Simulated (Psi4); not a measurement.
# CuH2ClO (SMILES [OH2+][Cu-][Cl]): B3LYP/6-31G(d) (spherical functions)

What is the vertical ionisation energy of CuH2ClO at B3LYP/6-31G* (spherical functions)? Input form: a Python script.

Program for the calculation: Psi4 1.11.

2 further runs of the same task are left out: 1 that didn't finish, 1 set aside as unsound or not needed.

### Step 1. The system as given

CuH2ClO: 5 atoms, total charge 0, spin state singlet. As SMILES, `[OH2+][Cu-][Cl]`. Geometry: relaxed at PBE0-D4/def2-TZVP. This is one conformer, not always the lowest.

Bond lengths: O1–Cu2 1.957 Å, Cu2–Cl3 2.072 Å, O1–H4 0.962 Å, O1–H5 0.962 Å. Angles: O1–Cu2–Cl3 179.4°, Cu2–O1–H4 115.2°, Cu2–O1–H5 115.2°, H4–O1–H5 107.1°.

### Step 2. A single-point energy at B3LYP/6-31G(d) (spherical functions)

calc.py reads:

```python
import psi4

psi4.set_memory(1600000000)
psi4.set_num_threads(1)
psi4.set_output_file('output.dat', False)

molecule = psi4.geometry("""
0 1
O     -0.651300     0.716900    -0.357000
Cu     0.713600    -0.423800     0.458100
Cl     2.150600    -1.649200     1.309900
H     -1.560200     0.489100    -0.137400
H     -0.602700     0.793300    -1.315100
units angstrom
symmetry c1
no_reorient
no_com
""")

psi4.set_options({
    'basis': '6-31G*',
    'puream': True,
    'e_convergence': 1e-09,
    'd_convergence': 1e-08,
    'scf_type': 'pk',
    'dft_radial_points': 99,
    'dft_spherical_points': 590,
})

result, w = psi4.energy('b3lyp', molecule=molecule, return_wfn=True)
psi4.oeprop(w, 'MULLIKEN_CHARGES', 'WIBERG_LOWDIN_INDICES', 'DIPOLE')
print('E =', round(result, 9))
```

Run with:

```sh
$ python calc.py
```

output.dat:

```text
[...]
  Running in c1 symmetry.
[...]
  Nuclear repulsion =  231.825758358598449
[...]
  Multiplicity = 1
[...]
  Nalpha       = 28
  Nbeta        = 28
[...]
    Number of basis functions: 70
[...]
   @RKS iter   1: -2174.00777728293269    5.61335e-01   4.68826e-02 ADIIS/DIIS
[...]
   @RKS iter  14: -2176.92171032721944   -2.72848e-12   9.29851e-09 DIIS
[...]
    Orbital Energies [Eh]
    ---------------------
    Doubly Occupied:
       1A   -322.946748     2A   -101.445330     3A    -38.774981
       4A    -33.989913     5A    -33.978694     6A    -33.977827
       7A    -19.256017     8A     -9.378292     9A     -7.137416
      10A     -7.133616    11A     -7.133522    12A     -4.248482
      13A     -2.760033    14A     -2.734661    15A     -2.733074
      16A     -1.121834    17A     -0.734673    18A     -0.641378
      19A     -0.523320    20A     -0.428850    21A     -0.313864
      22A     -0.277266    23A     -0.276498    24A     -0.208312
      25A     -0.206739    26A     -0.204565    27A     -0.203275
      28A     -0.203038
[...]
  @RKS Final Energy: -2176.92171032721944
   => Energetics <=
    Nuclear Repulsion Energy =            231.8257583585984491
    One-Electron Energy =               -3491.7933513270681942
    Two-Electron Energy =                1167.5859143660732116
    DFT Exchange-Correlation Energy =     -84.5400317248230806
    Empirical Dispersion Energy =           0.0000000000000000
    VV10 Nonlocal Energy =                  0.0000000000000000
    Total Energy =                      -2176.9217103272198983
[...]
 Multipole Moments:
 ------------------------------------------------------------------------------------
     Multipole            Electronic (a.u.)      Nuclear  (a.u.)        Total (a.u.)
 ------------------------------------------------------------------------------------
 L = 1.  Multiply by 2.5417464519 to convert [e a0] to [Debye]
 Dipole X            :        -96.6867321           94.2619958           -2.4247363
 Dipole Y            :         64.4115705          -62.9448875            1.4666829
 Dipole Z            :        -60.6364535           59.0439259           -1.5925277
 Magnitude           :                                                    3.2506383
[...]
  Mulliken Charges: (a.u.)
   Center  Symbol    Alpha    Beta     Spin     Total
       1     O     4.38377  4.38377  0.00000 -0.76753
       2    CU    14.39323 14.39323  0.00000  0.21354
       3    CL     8.69603  8.69603  0.00000 -0.39205
       4     H     0.26349  0.26349  0.00000  0.47302
       5     H     0.26349  0.26349  0.00000  0.47302
   Total alpha = 28.00000, Total beta = 28.00000, Total charge =  0.00000
  Wiberg Bond Indices using Orthogonal Lowdin Orbitals:
[...]
```

Standard output:

```text
E = -2176.921710327
```

Run time: 7.5 s. Hardware: 1 thread of Intel Xeon 6975P-C (Granite Rapids), shared host; peak memory 0.69 GiB.

### Step 3. The doublet cation, same level

clcuh2o.xyz reads:

```xyz
5
ClCuH2O
O     -0.651300     0.716900    -0.357000
Cu     0.713600    -0.423800     0.458100
Cl     2.150600    -1.649200     1.309900
H     -1.560200     0.489100    -0.137400
H     -0.602700     0.793300    -1.315100
```

run.py reads:

```python
import psi4

psi4.set_memory(1600000000)
psi4.set_num_threads(1)
psi4.set_output_file('clcuh2o.out', False)

with open('clcuh2o.xyz') as f:
    atoms = ''.join(f.readlines()[2:])
molecule = psi4.geometry('1 2\n' + atoms + 'symmetry c1')

psi4.set_options({
    'basis': '6-31G*',
    'reference': 'uks',
    'puream': True,
    'e_convergence': 1e-09,
    'd_convergence': 1e-08,
    'scf_type': 'pk',
    'dft_radial_points': 99,
    'dft_spherical_points': 590,
    'maxiter': 200,
})

E, wfn = psi4.energy('B3LYP', return_wfn=True)
psi4.oeprop(wfn, 'MULLIKEN_CHARGES', 'MAYER_INDICES', 'DIPOLE', title='B3LYP')
print(f'B3LYP energy: {E:.10f} Eh')
```

Run with:

```sh
$ python run.py
```

clcuh2o.out:

```text
[...]
  Running in c1 symmetry.
[...]
  Nuclear repulsion =  231.825758358598478
[...]
  Multiplicity = 2
[...]
  Nalpha       = 28
  Nbeta        = 27
[...]
    Number of basis functions: 70
[...]
   @UKS iter   1: -2173.57429498445845    9.94818e-01   4.71563e-02 DIIS/ADIIS
[...]
   @UKS iter  22: -2176.62285598566677   -9.09495e-13   8.81808e-09 DIIS
[...]
   @S^2 Observed:                7.523517614E-01
[...]
    Orbital Energies [Eh]
    ---------------------
    Alpha Occupied:
       1A   -323.336778     2A   -101.726537     3A    -39.176005
       4A    -34.392636     5A    -34.388457     6A    -34.362800
       7A    -19.464007     8A     -9.658422     9A     -7.419811
      10A     -7.416202    11A     -7.410786    12A     -4.650020
      13A     -3.166058    14A     -3.155882    15A     -3.105377
      16A     -1.327269    17A     -1.013189    18A     -0.842320
      19A     -0.749698    20A     -0.666622    21A     -0.627293
      22A     -0.608519    23A     -0.601402    24A     -0.586351
      25A     -0.584135    26A     -0.543899    27A     -0.530625
      28A     -0.508117
    Alpha Virtual:
[...]
  @UKS Final Energy: -2176.62285598566677
   => Energetics <=
    Nuclear Repulsion Energy =            231.8257583585984776
    One-Electron Energy =               -3474.3093092243070714
    Two-Electron Energy =                1150.0842605481032024
    DFT Exchange-Correlation Energy =     -84.2235656680614113
    Empirical Dispersion Energy =           0.0000000000000000
    VV10 Nonlocal Energy =                  0.0000000000000000
    Total Energy =                      -2176.6228559856672291
[...]
 Multipole Moments:
 ------------------------------------------------------------------------------------
     Multipole            Electronic (a.u.)      Nuclear  (a.u.)        Total (a.u.)
 ------------------------------------------------------------------------------------
 L = 1.  Multiply by 2.5417464519 to convert [e a0] to [Debye]
 Dipole X            :          1.7470676           -3.8973649           -2.1502973
 Dipole Y            :         -1.2269489            2.4084058            1.1814569
 Dipole Z            :          1.1035714           -2.5466230           -1.4430516
 Magnitude           :                                                    2.8464042
[...]
  Mulliken Charges: (a.u.)
   Center  Symbol    Alpha    Beta     Spin     Total
       1     O     4.39798  4.38415  0.01384 -0.78213
       2    CU    14.41872 13.79151  0.62721  0.78977
       3    CL     8.69785  8.33859  0.35925 -0.03644
       4     H     0.24273  0.24287 -0.00015  0.51440
       5     H     0.24273  0.24287 -0.00015  0.51440
   Total alpha = 28.00000, Total beta = 27.00000, Total charge =  1.00000
  Mayer Bond Indices:
  Total Bond Index:
[...]
```

On the terminal:

```text
B3LYP energy: -2176.6228559857 Eh
```

Wall time 17 s (1 thread of Intel Xeon 6975P-C (Granite Rapids), shared host); peak memory 0.69 GiB.

### Step 4. Results

Level: B3LYP/6-31G* (spherical functions).

| quantity | value |
| --- | --- |
| singlet CuH2ClO: total energy | -2176.92171 Eh |
| singlet CuH2ClO: dipole moment | 8.26 D |
| singlet CuH2ClO: HOMO energy | -5.52 eV |
| singlet CuH2ClO: LUMO energy | -1.29 eV |
| singlet CuH2ClO: HOMO–LUMO gap | 4.24 eV |
| doublet cation: total energy | -2176.62286 Eh |
| doublet cation: HOMO energy (highest over α and β) | -13.61 eV |
| doublet cation: LUMO energy (lowest over α and β) | -11.12 eV |
| doublet cation: ⟨S²⟩ | 0.752 |
| vertical ionisation energy (to the doublet cation) | 8.132 eV |

The vertical ionisation energy comes to 8.13 eV (785 kJ/mol). −ε(HOMO) before ionisation, 5.52 eV, is 2.61 eV below this ionisation energy.
